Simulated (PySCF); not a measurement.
**Sb²⁺: dipole response in x2c-TZVPPall plus 1 even-tempered diffuse shell per l**

Aim: the static polarisability and the C₆ coefficient of Sb²⁺, method by method.

Method: unrestricted determinants in a Gaussian basis, no spin-orbit coupling in the energies. Code: PySCF 2.14.0.

## 1. The system

| Item | Value |
| --- | --- |
| Element | antimony (Z = 51) |
| Basis | x2c-TZVPPall with one added diffuse shell each of s, p, d, f type (9s7p5d3f, 76 functions) |
| Hamiltonian | the spin-free X2C one-electron Hamiltonian (Gaussian nucleus) |
| State 1 | Sb²⁺: [Kr] 4d10 5s2 5p1, 2P determinant |
| Methods | UHF, PBE, PBE0, wB97X-V |

Outer shells as boxes (Hund's rule):

Sb2+ [Kr] 4d10 5s2 5p1
```
[Kr] core
4d [↑↓][↑↓][↑↓][↑↓][↑↓]
5s [↑↓]
5p [↑ ][  ][  ]
```

The runs were made by one driver on top of PySCF. The scripts below sum up each run's settings (the driver also hands on starting orbitals that pick excited configurations, and frozen orbitals as a list rather than a count), and the logs come from the driver's own runs. The driver starts from symmetry-adapted Hartree-Fock orbitals, holds the occupation by maximum overlap and uses a logarithmic radial grid for functionals, so a plain start would take other cycles.

The integrals over 76 functions and the set-up took 4.5 s of CPU time.

## 2. Sb²⁺

UHF:

File input.py:

```python
from pyscf import gto, scf, dft, mp, cc
import basis_set_exchange as bse
mol = gto.M(atom="Sb 0 0 0", charge=2, spin=1, symmetry="D2h",
            basis=gto.basis.parse(bse.get_basis("x2c-TZVPPall", elements=["Sb"], fmt="nwchem", augment_diffuse=1)),
            nucmod="G")
mf = scf.UHF(mol).sfx2c1e()
mf.irrep_nelec = {'Ag': (9, 9), 'B1g': (2, 2), 'B2g': (2, 2), 'B3g': (2, 2), 'B1u': (3, 3), 'B2u': (4, 3), 'B3u': (3, 3)}
mf.kernel()
```

The program printed:

```text
damping factor = 0
level_shift factor = 0
DIIS = <class 'pyscf.scf.diis.CDIIS'>
diis_start_cycle = 1
diis_space = 10
diis_damp = 0
SCF conv_tol = 1e-09
SCF conv_tol_grad = None
number electrons alpha = 25  beta = 24
cycle= 1 E= -6477.04924177378  delta_E= -0.00305  |g|= 0.0184  |ddm|= 0.0863
cycle= 2 E= -6477.04957753889  delta_E= -0.000336  |g|= 0.00646  |ddm|= 0.0284
cycle= 3 E= -6477.04962684697  delta_E= -4.93e-05  |g|= 0.000404  |ddm|= 0.0154
cycle= 4 E= -6477.04962704314  delta_E= -1.96e-07  |g|= 9.91e-05  |ddm|= 0.000965
cycle= 5 E= -6477.04962704774  delta_E= -4.59e-09  |g|= 2.28e-05  |ddm|= 0.00019
cycle= 6 E= -6477.04962704801  delta_E= -2.72e-10  |g|= 2.8e-06  |ddm|= 6.24e-05
converged SCF energy = -6477.04962704801  <S^2> = 0.7582196  2S+1 = 2.0082028
```

CPU time 14 s on a shared host, the integrals not counted.

The occupied shells:

```
shell  electrons  mean orbital energy (eV)  spread (eV)  rms radius (bohr)
 1s α          1                  -30661.6            0             0.0325
 1s β          1                  -30661.6            0             0.0325
 2s α          1                   -4776.7            0              0.133
 2s β          1                   -4776.6            0              0.133
 2p α          3                   -4285.9        0.027              0.118
 2p β          3                   -4285.9        0.089              0.118
 3s α          1                   -992.21            0              0.352
 3s β          1                   -992.15            0              0.352
 3p α          3                   -827.93        0.022              0.352
 3p β          3                   -827.84        0.261              0.352
 3d α          5                   -576.48        0.155              0.331
 3d β          5                   -576.45        0.225              0.331
 4s α          1                   -194.90            0              0.843
 4s β          1                   -194.75            0              0.843
 4p α          3                   -142.05        0.062              0.913
 4p β          3                   -141.87        0.632              0.913
 4d α          5                   -62.584        0.427               1.10
 4d β          5                   -62.438        0.712               1.10
 5s α          1                   -34.081            0               2.27
 5s β          1                   -31.725            0               2.27
 5p α          1                   -24.402            0               2.70
```

⟨S²⟩ = 0.758, ⟨L²⟩ = 2.03.

The driver then solved the coupled dipole response at imaginary frequencies: mean α = 17.03 bohr³ (xx, yy, zz: 16.98, 17.14, 16.98), C₆ = 109.4 au for a like pair.

PBE:

input.py, as changed from the run before:

```diff
@@ -5,3 +5,3 @@
             nucmod="G")
-mf = scf.UHF(mol).sfx2c1e()
+mf = dft.UKS(mol, xc="PBE").sfx2c1e()
 mf.irrep_nelec = {'Ag': (9, 9), 'B1g': (2, 2), 'B2g': (2, 2), 'B3g': (2, 2), 'B1u': (3, 3), 'B2u': (4, 3), 'B3u': (3, 3)}
```

The program printed:

```text
damping factor = 0
level_shift factor = 0
DIIS = <class 'pyscf.scf.diis.CDIIS'>
diis_start_cycle = 1
diis_space = 10
diis_damp = 0
SCF conv_tol = 1e-09
SCF conv_tol_grad = None
number electrons alpha = 25  beta = 24
XC functionals = PBE
    J. P. Perdew, K. Burke, and M. Ernzerhof.,  Phys. Rev. Lett. 77, 3865 (1996)
    J. P. Perdew, K. Burke, and M. Ernzerhof.,  Phys. Rev. Lett. 78, 1396 (1997)
    J. P. Perdew, K. Burke, and M. Ernzerhof.,  Phys. Rev. Lett. 77, 3865 (1996)
    J. P. Perdew, K. Burke, and M. Ernzerhof.,  Phys. Rev. Lett. 78, 1396 (1997)
cycle= 1 E= -6479.34425008726  delta_E= -0.013  |g|= 0.0416  |ddm|= 0.424
cycle= 2 E= -6479.34431128058  delta_E= -6.12e-05  |g|= 0.0204  |ddm|= 0.0331
cycle= 3 E= -6479.34436499957  delta_E= -5.37e-05  |g|= 0.00536  |ddm|= 0.0199
cycle= 4 E= -6479.34437009576  delta_E= -5.1e-06  |g|= 6.77e-05  |ddm|= 0.00549
cycle= 5 E= -6479.34437009723  delta_E= -1.47e-09  |g|= 5.53e-06  |ddm|= 0.00013
cycle= 6 E= -6479.34437009723  delta_E= -5.46e-12  |g|= 1.86e-07  |ddm|= 1.19e-05
converged SCF energy = -6479.34437009723  <S^2> = 0.75122915  2S+1 = 2.0012288
```

It used 14 s of CPU time after the integrals (shared host).

The driver then solved the coupled dipole response at imaginary frequencies: mean α = 15.65 bohr³ (xx, yy, zz: 15.30, 16.36, 15.30), C₆ = 98.38 au for a like pair.

PBE0:

input.py, as changed from the run before:

```diff
@@ -5,3 +5,3 @@
             nucmod="G")
-mf = dft.UKS(mol, xc="PBE").sfx2c1e()
+mf = dft.UKS(mol, xc="PBE0").sfx2c1e()
 mf.irrep_nelec = {'Ag': (9, 9), 'B1g': (2, 2), 'B2g': (2, 2), 'B3g': (2, 2), 'B1u': (3, 3), 'B2u': (4, 3), 'B3u': (3, 3)}
```

The program printed:

```text
damping factor = 0
level_shift factor = 0
DIIS = <class 'pyscf.scf.diis.CDIIS'>
diis_start_cycle = 1
diis_space = 10
diis_damp = 0
SCF conv_tol = 1e-09
SCF conv_tol_grad = None
number electrons alpha = 25  beta = 24
XC functionals = PBE0
    C. Adamo and V. Barone.,  J. Chem. Phys. 110, 6158 (1999)
    M. Ernzerhof and G. E. Scuseria.,  J. Chem. Phys. 110, 5029 (1999)
cycle= 1 E= -6479.42870594469  delta_E= -0.00805  |g|= 0.0218  |ddm|= 0.327
cycle= 2 E= -6479.42875722412  delta_E= -5.13e-05  |g|= 0.00439  |ddm|= 0.0224
cycle= 3 E= -6479.42875970878  delta_E= -2.48e-06  |g|= 0.00194  |ddm|= 0.00421
cycle= 4 E= -6479.42876035613  delta_E= -6.47e-07  |g|= 0.000164  |ddm|= 0.00196
cycle= 5 E= -6479.4287603684  delta_E= -1.23e-08  |g|= 5.9e-06  |ddm|= 0.000232
cycle= 6 E= -6479.42876036843  delta_E= -3e-11  |g|= 1.56e-07  |ddm|= 1.53e-05
converged SCF energy = -6479.42876036843  <S^2> = 0.75222282  2S+1 = 2.0022216
```

CPU time 26 s on a shared host, the integrals not counted.

The driver then solved the coupled dipole response at imaginary frequencies: mean α = 15.89 bohr³ (xx, yy, zz: 15.65, 16.38, 15.65), C₆ = 100.3 au for a like pair.

wB97X-V:

input.py, as changed from the run before:

```diff
@@ -5,3 +5,3 @@
             nucmod="G")
-mf = dft.UKS(mol, xc="PBE0").sfx2c1e()
+mf = dft.UKS(mol, xc="WB97X_V").sfx2c1e()
 mf.irrep_nelec = {'Ag': (9, 9), 'B1g': (2, 2), 'B2g': (2, 2), 'B3g': (2, 2), 'B1u': (3, 3), 'B2u': (4, 3), 'B3u': (3, 3)}
```

The program printed:

```text
damping factor = 0
level_shift factor = 0
DIIS = <class 'pyscf.scf.diis.CDIIS'>
diis_start_cycle = 1
diis_space = 10
diis_damp = 0
SCF conv_tol = 1e-09
SCF conv_tol_grad = None
number electrons alpha = 25  beta = 24
XC functionals = WB97X_V
    N. Mardirossian and M. Head-Gordon.,  Phys. Chem. Chem. Phys. 16, 9904-9924 (2014)
NLC functional = WB97X_V
cycle= 1 E= -6479.48018852416  delta_E= -0.00852  |g|= 0.0257  |ddm|= 0.256
cycle= 2 E= -6479.48034607327  delta_E= -0.000158  |g|= 0.0061  |ddm|= 0.0541
cycle= 3 E= -6479.48035629969  delta_E= -1.02e-05  |g|= 0.00251  |ddm|= 0.00764
cycle= 4 E= -6479.48035791354  delta_E= -1.61e-06  |g|= 0.000425  |ddm|= 0.00433
cycle= 5 E= -6479.48035799268  delta_E= -7.91e-08  |g|= 3e-05  |ddm|= 0.00063
cycle= 6 E= -6479.48035799378  delta_E= -1.11e-09  |g|= 2.27e-06  |ddm|= 0.000116
cycle= 7 E= -6479.48035799379  delta_E= -3.64e-12  |g|= 1.67e-07  |ddm|= 8.37e-06
converged SCF energy = -6479.48035799379  <S^2> = 0.75211892  2S+1 = 2.0021178
```

It used 43 s of CPU time after the integrals (shared host).

The driver then solved the coupled dipole response at imaginary frequencies: mean α = 16.02 bohr³ (xx, yy, zz: 15.85, 16.35, 15.85), C₆ = 101.3 au for a like pair.

Radial density 4πr²ρ of Sb²⁺ at UHF, without picture-change correction:

```
r (bohr)   density  spin density
0.000406     0.568         0.000
0.000683      1.33         0.000
 0.00115      3.06         0.000
 0.00193      6.82         0.000
 0.00325      14.5         0.000
 0.00546      28.4         0.000
 0.00919      48.2         0.000
  0.0155      64.7         0.001
  0.0260      62.9         0.005
  0.0437      57.7         0.015
  0.0736      80.9         0.016
   0.124      70.8        -0.007
   0.208      64.4         0.024
   0.350      51.6         0.004
   0.589      21.9         0.071
   0.991      19.3        -0.022
    1.67      4.26         0.371
    2.80      1.03         0.394
    4.71    0.0560         0.039
    7.93  1.38e-05         0.000
```

## 3. The response side by side

Sb²⁺, in atomic units:

```
 method  mean α  C₆ (like pair)  S(−4)
    UHF   17.03           109.4  88.27
    PBE   15.65           98.38  72.88
   PBE0   15.89           100.3  75.12
wB97X-V   16.02           101.3  76.72
```

α(iu) at wB97X-V:

```
u (hartree)  α(iu) (bohr³)
          0          16.02
     0.0500          15.83
      0.100          15.29
      0.200          13.50
      0.300          11.39
      0.500          7.882
      0.750          5.281
       1.00          3.860
       1.50          2.456
       2.00          1.772
       3.00          1.087
       5.00         0.5360
```

## 4. Outcome

```
 quantity                             value
α of Sb²⁺  15.65 (PBE) to 17.03 (UHF) bohr³
```

A single London oscillator with the computed α and C₆ of Sb²⁺ at UHF would have ω = 4 C₆ / (3 α²) = 0.503 hartree. The basis is finite, and no extrapolation was made.
